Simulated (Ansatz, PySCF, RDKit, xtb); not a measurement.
**SiSO2: from the formula to a structure**

Task: start from the formula SiSO2, draw up candidate structures, narrow them down in stages, and characterise the one that lies lowest at 200 K.

Plan: many cheap relaxations first (GFN2-xTB), then density-functional screening, relaxation at PBE0-D3(BJ)/def2-SVP, vibrations and a final energy. The numbers are computed, not measured.

7 further runs of the same task are left out: 7 set aside as unsound or not needed.

**1. Candidates**

A program enumerates the bonding patterns with one Lewis structure each (two rings at most, one unusual centre or charged pair), with their diastereomers. O–O, O–halogen and N–halogen bonds and N–N–N chains are not drawn. That gives 5 candidates.

```tsv
label	SMILES	spin
c240	O1[Si]OS1	singlet
c418	O=[Si]=[O+][S-]	singlet
c529	O1[Si]OS1	triplet
c706	O=[Si]=S=O	singlet
c990	O=[Si]1OS1	singlet
```

Candidates are built by distance geometry, with a force field where one applies, in up to four conformers (letters a to d). 5 starts with atoms placed at random are added, to find patterns that the rules miss.

**Question.** With final energies at CCSD(T)/def2-TZVPP, which structure will this search put lowest in free energy, and by what margin?

| quantity | value |
| --- | --- |
| lowest structure found | O=[Si]1OS1, singlet, Cs |
| next finalist | [O]1[Si][O][S]1 ‡, singlet, 6.0 kcal/mol higher in G |
| share at equilibrium, among the finalists | 100.0 % |
| harmonic wavenumbers, lowest and highest (PBE0-D3(BJ)/def2-SVP) | 256 and 1349 cm⁻¹ |
| rotational constants, same geometry | 0.5358, 0.1153, 0.09487 cm⁻¹ |
| dipole moment (PBE0/def2-TZVPD) | 2.39 D |
| HOMO energy (PBE0/def2-TZVPD) | -8.20 eV |
| LUMO energy (PBE0/def2-TZVPD) | -3.75 eV |
| HOMO–LUMO gap (PBE0/def2-TZVPD) | 4.46 eV |
| lowest excitation (TD-B3LYP/def2-SVPD) | 2.50 eV (f = 0.000) |
| strongest of the states computed, same level | 5.88 eV (f = 0.027) |
| lowest triplet excitation, same level, Tamm-Dancoff | 1.78 eV |
| vertical ionisation energy | 10.60 eV |
| vertical electron affinity | 1.72 eV |
| vertical triplet less singlet | +1.77 eV |

`O=[Si]1OS1` comes out lowest. The margin of 6.0 kcal/mol over the next finalist is beyond the usual error of the last level; it says nothing of structures that weren't ranked. GFN2-xTB, r2SCAN-D4/def2-SVP, PBE0-D3(BJ)/def2-SVP and MP2/def2-TZVPP already put its bonding pattern lowest among the structures in one piece; HF/STO-3G and HF/def2-TZVPP favour the singlet [O]1[Si][O][S]1 ‡. A large T1 diagnostic among the finalists warns that one reference determinant may not suffice. It concerns: the winner; the finalist [O]1[Si][O][S]1 ‡ (singlet); the finalist [O][S]1[O][Si]1 ‡ (singlet). Lowest found is not proven lowest: the search is finite, and each finalist counts with one conformer.

‡ marks the bonded skeleton alone, with all bonds drawn single: no Lewis structure was assigned that passes a check against the bond lengths.
